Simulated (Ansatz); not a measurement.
# Molecular dynamics of Be

The input (input.yaml):

```yaml
crystal:
  lattice:
    - [6.982643, 0.0, 0.0]
    - [-3.491321, 6.047146, 0.0]
    - [0.0, 0.0, 7.294534]
  atoms:
    - { symbol: Be, position: [0.0, 0.0, 0.0] }
    - { symbol: Be, position: [0.1111111, 0.2222222, 0.25] }
    - { symbol: Be, position: [0.0, 0.0, 0.5] }
    - { symbol: Be, position: [0.1111111, 0.2222222, 0.75] }
    - { symbol: Be, position: [0.0, 0.3333333, 0.0] }
    - { symbol: Be, position: [0.1111111, 0.5555556, 0.25] }
    - { symbol: Be, position: [0.0, 0.3333333, 0.5] }
    - { symbol: Be, position: [0.1111111, 0.5555556, 0.75] }
    - { symbol: Be, position: [0.0, 0.6666667, 0.0] }
    - { symbol: Be, position: [0.1111111, 0.8888889, 0.25] }
    - { symbol: Be, position: [0.0, 0.6666667, 0.5] }
    - { symbol: Be, position: [0.1111111, 0.8888889, 0.75] }
    - { symbol: Be, position: [0.3333333, 0.0, 0.0] }
    - { symbol: Be, position: [0.4444444, 0.2222222, 0.25] }
    - { symbol: Be, position: [0.3333333, 0.0, 0.5] }
    - { symbol: Be, position: [0.4444444, 0.2222222, 0.75] }
    - { symbol: Be, position: [0.3333333, 0.3333333, 0.0] }
    - { symbol: Be, position: [0.4444444, 0.5555556, 0.25] }
    - { symbol: Be, position: [0.3333333, 0.3333333, 0.5] }
    - { symbol: Be, position: [0.4444444, 0.5555556, 0.75] }
    - { symbol: Be, position: [0.3333333, 0.6666667, 0.0] }
    - { symbol: Be, position: [0.4444444, 0.8888889, 0.25] }
    - { symbol: Be, position: [0.3333333, 0.6666667, 0.5] }
    - { symbol: Be, position: [0.4444444, 0.8888889, 0.75] }
    - { symbol: Be, position: [0.6666667, 0.0, 0.0] }
    - { symbol: Be, position: [0.7777778, 0.2222222, 0.25] }
    - { symbol: Be, position: [0.6666667, 0.0, 0.5] }
    - { symbol: Be, position: [0.7777778, 0.2222222, 0.75] }
    - { symbol: Be, position: [0.6666667, 0.3333333, 0.0] }
    - { symbol: Be, position: [0.7777778, 0.5555556, 0.25] }
    - { symbol: Be, position: [0.6666667, 0.3333333, 0.5] }
    - { symbol: Be, position: [0.7777778, 0.5555556, 0.75] }
    - { symbol: Be, position: [0.6666667, 0.6666667, 0.0] }
    - { symbol: Be, position: [0.7777778, 0.8888889, 0.25] }
    - { symbol: Be, position: [0.6666667, 0.6666667, 0.5] }
    - { symbol: Be, position: [0.7777778, 0.8888889, 0.75] }
basis:
  ecutwfc: 420.0
kpoints:
  mp_grid: { grid: [2, 2, 2] }
hamiltonian:
  xc: pbe
  dispersion: d3bj
scf:
  occupations: { method: fermi_dirac, width: 0.24 }
  lower_state_search: "off"
md:
  timestep: 0.75
  n_steps: 90
  ensemble: nvt_langevin
  temperature: 2800.0
  initial_velocities: maxwell_boltzmann
  seed: 430677
  friction: 0.02
```

Run as:

```bash
$ ansatz run input.yaml --threads 1 --pin off --max-ram 3072MiB --backend cpu --events-out ev --progress --plain --runs-dir out
```

It starts from a structure without forces on its atoms.

Output, in part (one step line in 4):

```
md step     0: t =     0.00 fs  T =  2722.2 K  F+E_penalty+E_count = -3349.98981764 eV  E_kin = 12.667480 eV  (6 SCF iters)
md step     4: t =     3.00 fs  T =  2681.1 K  F+E_penalty+E_count = -3349.15551763 eV  E_kin = 12.475926 eV  (6 SCF iters)
md step     8: t =     6.00 fs  T =  2028.7 K  F+E_penalty+E_count = -3346.97540095 eV  E_kin = 9.440186 eV  (5 SCF iters)
md step    12: t =     9.00 fs  T =  1617.1 K  F+E_penalty+E_count = -3344.20645298 eV  E_kin = 7.525073 eV  (5 SCF iters)
md step    16: t =    12.00 fs  T =  1260.2 K  F+E_penalty+E_count = -3341.46157261 eV  E_kin = 5.864004 eV  (5 SCF iters)
md step    20: t =    15.00 fs  T =   982.9 K  F+E_penalty+E_count = -3339.43638104 eV  E_kin = 4.573678 eV  (5 SCF iters)
md step    24: t =    18.00 fs  T =  1040.0 K  F+E_penalty+E_count = -3338.81245442 eV  E_kin = 4.839341 eV  (5 SCF iters)
md step    28: t =    21.00 fs  T =  1370.9 K  F+E_penalty+E_count = -3339.23363781 eV  E_kin = 6.379077 eV  (5 SCF iters)
md step    32: t =    24.00 fs  T =  1633.5 K  F+E_penalty+E_count = -3340.29941674 eV  E_kin = 7.601092 eV  (5 SCF iters)
md step    36: t =    27.00 fs  T =  1914.5 K  F+E_penalty+E_count = -3341.26438624 eV  E_kin = 8.909001 eV  (5 SCF iters)
md step    40: t =    30.00 fs  T =  2097.7 K  F+E_penalty+E_count = -3341.77971673 eV  E_kin = 9.761576 eV  (6 SCF iters)
md step    44: t =    33.00 fs  T =  2049.2 K  F+E_penalty+E_count = -3341.56544603 eV  E_kin = 9.535617 eV  (5 SCF iters)
md step    48: t =    36.00 fs  T =  1977.8 K  F+E_penalty+E_count = -3341.14145050 eV  E_kin = 9.203507 eV  (5 SCF iters)
md step    52: t =    39.00 fs  T =  2054.4 K  F+E_penalty+E_count = -3340.81404291 eV  E_kin = 9.559981 eV  (5 SCF iters)
md step    56: t =    42.00 fs  T =  2030.3 K  F+E_penalty+E_count = -3340.58599783 eV  E_kin = 9.447842 eV  (5 SCF iters)
md step    60: t =    45.00 fs  T =  2038.4 K  F+E_penalty+E_count = -3340.63664874 eV  E_kin = 9.485519 eV  (6 SCF iters)
md step    64: t =    48.00 fs  T =  2008.2 K  F+E_penalty+E_count = -3340.84661808 eV  E_kin = 9.344735 eV  (5 SCF iters)
md step    68: t =    51.00 fs  T =  2339.5 K  F+E_penalty+E_count = -3340.92433590 eV  E_kin = 10.886628 eV  (5 SCF iters)
md step    72: t =    54.00 fs  T =  2352.9 K  F+E_penalty+E_count = -3340.61402396 eV  E_kin = 10.948813 eV  (5 SCF iters)
md step    76: t =    57.00 fs  T =  2255.9 K  F+E_penalty+E_count = -3339.75053975 eV  E_kin = 10.497398 eV  (5 SCF iters)
md step    80: t =    60.00 fs  T =  2243.7 K  F+E_penalty+E_count = -3338.75669989 eV  E_kin = 10.440638 eV  (6 SCF iters)
md step    84: t =    63.00 fs  T =  2255.3 K  F+E_penalty+E_count = -3338.39292767 eV  E_kin = 10.494777 eV  (5 SCF iters)
md step    88: t =    66.00 fs  T =  2360.6 K  F+E_penalty+E_count = -3338.42118807 eV  E_kin = 10.984900 eV  (5 SCF iters)
md step    90: t =    67.50 fs  T =  2385.0 K  F+E_penalty+E_count = -3338.49340655 eV  E_kin = 11.098078 eV  (6 SCF iters)
```

The run went to its last step. The mean temperature of the second half is 23 % below the set value. A run of 0.068 ps of so small a system gives no equilibrium averages. Limits of this set-up: coarse k mesh.

Mean squared displacements from the first frame to the last, about the centre of mass: Be 0.12 Å².

Last frame:

```xyz
36
Lattice="6.9826 0.0000 0.0000 -3.4913 6.0471 0.0000 0.0000 0.0000 7.2945" Properties=species:S:1:pos:R:3
Be -0.068 0.307 -0.308
Be -0.278 1.627 1.735
Be 0.635 -0.072 3.656
Be -0.122 1.415 5.158
Be -1.281 1.778 -0.219
Be -0.957 3.411 1.890
Be -1.116 1.743 3.635
Be -1.065 3.336 5.487
Be -2.159 3.883 0.006
Be -2.156 5.202 1.707
Be -2.189 3.670 3.464
Be -2.527 5.475 5.531
Be 2.239 0.132 0.119
Be 2.102 1.289 2.008
Be 2.436 -0.089 3.647
Be 1.989 1.149 5.408
Be 1.471 2.057 -0.084
Be 1.185 3.429 2.063
Be 1.334 2.351 3.846
Be 1.183 3.747 5.229
Be -0.048 4.022 0.137
Be 0.136 5.705 2.068
Be -0.295 3.850 3.848
Be 0.026 5.322 5.417
Be 4.526 -0.149 -0.115
Be 4.604 1.493 1.889
Be 4.418 0.065 4.101
Be 4.568 1.368 5.573
Be 3.482 1.948 -0.211
Be 3.559 3.280 2.048
Be 3.530 1.588 3.683
Be 3.268 3.801 5.799
Be 2.200 4.282 -0.026
Be 2.228 5.471 1.752
Be 2.374 4.654 3.725
Be 2.391 5.651 5.536
```

Time of the run: 13 min on 1 thread of Arm Neoverse V1 (shared host), peak memory 0.65 GiB.
